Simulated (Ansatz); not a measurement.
The system is Zn.

```xyz
3
Lattice="3.7711 0.0000 0.0000 0.0000 3.7711 0.0000 0.0000 0.0000 3.7711" Properties=species:S:1:pos:R:3 pbc="T T T"
Zn    0.0000    1.8856    1.8856
Zn    1.8856    0.0000    1.8856
Zn    1.8856    1.8856    0.0000
```

The cell was built by a generator and needn't be a form met in nature.

Base run:

```yaml
Program: Ansatz 0.2.0
Functional: LDA
Potentials_or_basis: Ansatz PAW
Cutoff: "420 eV (not typed: the program's choice for these potentials)"
k_mesh: 7 × 7 × 7
Occupations: fermi-dirac, width 0.05 eV
Spin: no spin polarisation
```

Its results: band gap on the k mesh none (metal or under the smearing width); pressure -7.2 GPa.

The run is repeated on the same cell with these changes: functional from LDA to BLYP. What comes out?

Band gap on the k mesh none (metal or under the smearing width); pressure 4.1 GPa.

BLYP binds less tightly than LDA, so the same cell stands under more pressure.

Caveats: the PAW data sets come from PBE, with cores solved anew for the run's functional, which leaves a small shift of forces and pressure.
